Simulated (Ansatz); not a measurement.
# Li2Pd: stress in a strained cell

Li2Pd is deformed so: equal xy, yz and zx engineering shear strains of +2 %. What stress and forces result, by LAPW, PAW and all-electron datasets made for the crystal?

Program: Ansatz 0.2.0. Level of theory: DFT LDA, scalar-relativistic. These are calculated values, not measurements.

### Step 1. The structure to begin with

It takes space group P6/mmm (No. 191, hexagonal). Conventional cell: a = 4.227 Å, b = 4.227 Å, c = 2.732 Å, α = 90.00°, β = 90.00°, γ = 120.00°. Around Li (site symmetry -6m2) lie 5 Li at 2.44 to 2.73 Å and 6 Pd at 2.80 Å. Pd (site symmetry 6/mmm) is surrounded by 2 Pd at 2.73 Å and 12 Li at 2.80 Å.

Coordinates:

```
Li Pd
1.0
     4.22670    0.00000    0.00000
    -2.11335    3.66043    0.00000
     0.00000    0.00000    2.73190
Li Pd
2 1
Direct
  0.33333 0.66667 0.50000
  0.66667 0.33333 0.50000
  0.00000 0.00000 0.00000
```

Atoms are numbered in the order of the input: Li1, Li2, Pd3.

### Step 2. After the deformation

Space group P6/mmm before, P-1 after.

### Step 3. Full-potential LAPW

Input file input.yaml:

```yaml
crystal:
  lattice:
    - [4.2267001844, 0.0422670018, 0.0422670018]
    - [-2.0767457949, 3.639296233, 0.0154707964]
    - [0.027319, 0.027319, 2.7319]
  atoms:
    - { symbol: Li, position: [0.3333333333, 0.6666666667, 0.5] }
    - { symbol: Li, position: [0.6666666667, 0.3333333333, 0.5] }
    - { symbol: Pd, position: [0.0, 0.0, 0.0] }
kpoints:
  mp_grid: { grid: [11, 11, 15] }
  band_path:
    path:
      - [0.0, 0.0, 0.0]
      - [0.0, -0.5, 0.0]
      - [0.0, 0.0, 0.5]
      - [0.0, 0.0, 0.0]
      - [-0.5, 0.0, 0.0]
      - [-0.5, 0.5, -0.5]
      - [0.0, 0.0, 0.0]
      - [-0.5, 0.0, -0.5]
      - [-0.5, 0.5, 0.0]
    npoints: 5
scf:
  occupations: { method: fermi_dirac, width: 0.08 }
hamiltonian:
  xc: lda
  pseudopotentials: { kind: all_electron, lapw: { basis_error: 0.0005 } }
output:
  forces: true
  stress: true
  eigenvalues: true
```

Launch:

```console
$ ansatz run input.yaml --threads 1 --pin off --max-ram 4096MiB --backend cpu --events-out ev --progress --plain --runs-dir out
```

### Step 4. PAW with frozen cores

Input file input.yaml:

```yaml
crystal:
  lattice:
    - [4.2267001844, 0.0422670018, 0.0422670018]
    - [-2.0767457949, 3.639296233, 0.0154707964]
    - [0.027319, 0.027319, 2.7319]
  atoms:
    - { symbol: Li, position: [0.3333333333, 0.6666666667, 0.5] }
    - { symbol: Li, position: [0.6666666667, 0.3333333333, 0.5] }
    - { symbol: Pd, position: [0.0, 0.0, 0.0] }
kpoints:
  mp_grid: { grid: [11, 11, 15] }
scf:
  occupations: { method: fermi_dirac, width: 0.08 }
hamiltonian:
  xc: lda
  pseudopotentials: { kind: paw }
output:
  forces: true
  stress: true
  eigenvalues: true
  efg: { contact_densities: true }
```

### Step 5. Datasets made for this crystal

input.yaml, as its differences from that of step 4:

```diff
@@ -15,3 +15,3 @@
   xc: lda
-  pseudopotentials: { kind: paw }
+  pseudopotentials: { kind: all_electron, datasets: crystal }
 output:
```

(Steps that only read results are left out.)

**Question.** What will these runs give? Wanted: pressure; largest shear or deviatoric stress.

The runs gave:

```
                                 quantity                                              value
                                 pressure  LAPW -4.92, PAW -4.92, crystal datasets -4.92 GPa
largest shear or deviatoric stress (LAPW)                                           2.11 GPa
```

The largest part of the stress beyond the pressure is 2.11 GPa in size, in the zz component; the atoms are carried along and not relaxed. No run of the undeformed cell stands beside it, so pressure and stress hold what the given cell had before the change, as far as its symmetry allows. PAW: stress within 0.01 GPa of LAPW, forces within 1 meV/Å. Crystal datasets: stress within 0.01 GPa of LAPW, forces within 1 meV/Å.
